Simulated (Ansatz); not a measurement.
**H2Br (doublet): the correlation ladder at distance Br1–H2 along a hydrogen transfer = 1.421 Å, cc-pVDZ**

Aim: climb from Hartree-Fock through coupled cluster and multireference methods for H2Br (doublet) at one geometry and basis, and see what each rung misses.

The runs use Ansatz 0.2.0, Gaussian basis; cc-pVDZ, core rule «outside noble gas», up to 14 orbitals frozen.

To be run: UHF; CCSD(T) on ROHF; CCSD(T) on UHF; BCCD(T) on ROHF; CISD; CCSDT(Q) on ROHF; CCSDT(Q) on UHF; CISDTQ; CCSDTQ on ROHF; CCSDTQ on UHF; CASSCF and MRCISD+Q, 3 electrons in 3 orbitals; CASSCF and NEVPT2, 3 electrons in 3 orbitals; CASSCF and MRCISD+Q, 9 electrons in 6 orbitals; CASSCF and NEVPT2, 9 electrons in 6 orbitals; Full CI.

## Step 1: The system

The geometry derives from fragments relaxed apart (PBE0/def2-TZVP) and kept rigid, so it is no stationary point. A hydrogen atom is moved between rigid fragments. No spin-orbit coupling is included. The filled d shell of Br may be among the frozen orbitals whatever the setting's name suggests; the logs give the count.

3 atoms, charge 0, spin multiplicity 2.

Atoms are counted from 1 here; the program's logs count them from 0.

Bond lengths: Br1–H2 1.421 Å.

As a file:

```xyz
3
charge 0, multiplicity 2
Br    0.00000    0.00000   -1.40787
H     0.00000    0.00000    0.01273
H     0.00000    0.00000    1.39513
```

## Step 2: UHF

Contents of in.yaml:

```yaml
crystal:
  periodic: [false, false, false]
  atoms:
    - {symbol: Br, position_ang: [0.000000, 0.000000, -1.407867]}
    - {symbol: H, position_ang: [0.000000, 0.000000, 0.012733]}
    - {symbol: H, position_ang: [0.000000, 0.000000, 1.395133]}
basis:
  gaussian: {orbitals: cc-pVDZ}
magnetization: {spin_polarized: true, initial_magnetization: 1}
hamiltonian: {xc: hf}
output: {orbitals: {seedname: orbitals}}
```

Started as:

```sh
ansatz run in.yaml --threads 1 --pin off --events-out ev --progress --plain --max-ram 4096MiB --backend cpu
```

After this run come: CCSD(T) on ROHF; CCSD(T) on UHF; BCCD(T) on ROHF; CISD; CCSDT(Q) on ROHF; CCSDT(Q) on UHF; CISDTQ; CCSDTQ on ROHF; CCSDTQ on UHF; CASSCF and MRCISD+Q, 3 electrons in 3 orbitals; CASSCF and NEVPT2, 3 electrons in 3 orbitals; CASSCF and MRCISD+Q, 9 electrons in 6 orbitals; CASSCF and NEVPT2, 9 electrons in 6 orbitals; Full CI.

**Question.** What will the summary of the whole plan be? Wanted: FCI below the RHF energy; RMP2 from FCI; UMP2 from FCI; RCCSD from FCI; RCCSD(T) from FCI; UCCSD(T) from FCI; RCCSDT(Q) from FCI; UCCSDT(Q) from FCI; NEVPT2 pair from FCI.

**Answer**, as computed:

```
                         quantity                                                                                                          value
         FCI below the RHF energy                                                                                                     -4.0592 eV
                    RMP2 from FCI                                                                                                   +50.1 kJ/mol
                    UMP2 from FCI                                                                                                   +49.6 kJ/mol
                   RCCSD from FCI                                                                                                    +7.3 kJ/mol
                RCCSD(T) from FCI                                                                                                    +1.4 kJ/mol
                UCCSD(T) from FCI                                                                                                    +1.4 kJ/mol
               RCCSDT(Q) from FCI                                                                                                    +0.1 kJ/mol
               UCCSDT(Q) from FCI                                                                                                     0.0 kJ/mol
             NEVPT2 pair from FCI                                                                                                   +45.9 kJ/mol
          NEVPT2 valence from FCI                                                                                                   +74.6 kJ/mol
        MRCISD+Q valence from FCI                                                                                                    -0.1 kJ/mol
levels within 1 kcal/mol (43 meV)  RCCSD(T), UCCSD(T), BCCD(T), RCCSDT, UCCSDT, CISDTQ, RCCSDT(Q), UCCSDT(Q), RCCSDTQ, UCCSDTQ, MRCISD+Q valence
                    T1 diagnostic                                                                                                          0.015
   effectively unpaired electrons                                                                                                           1.03
```

**Reading.** RCCSD(T) lands +1.4 kJ/mol from the yardstick (0.4 % of the correlation energy). One determinant dominates. Of the multireference levels listed MRCISD+Q valence comes nearest in total energy (-0.1 kJ/mol), which doesn't show that its space is the better one. These misses are within one basis, not against nature; the frozen cores of restricted and unrestricted runs differ, which can shift their rows.
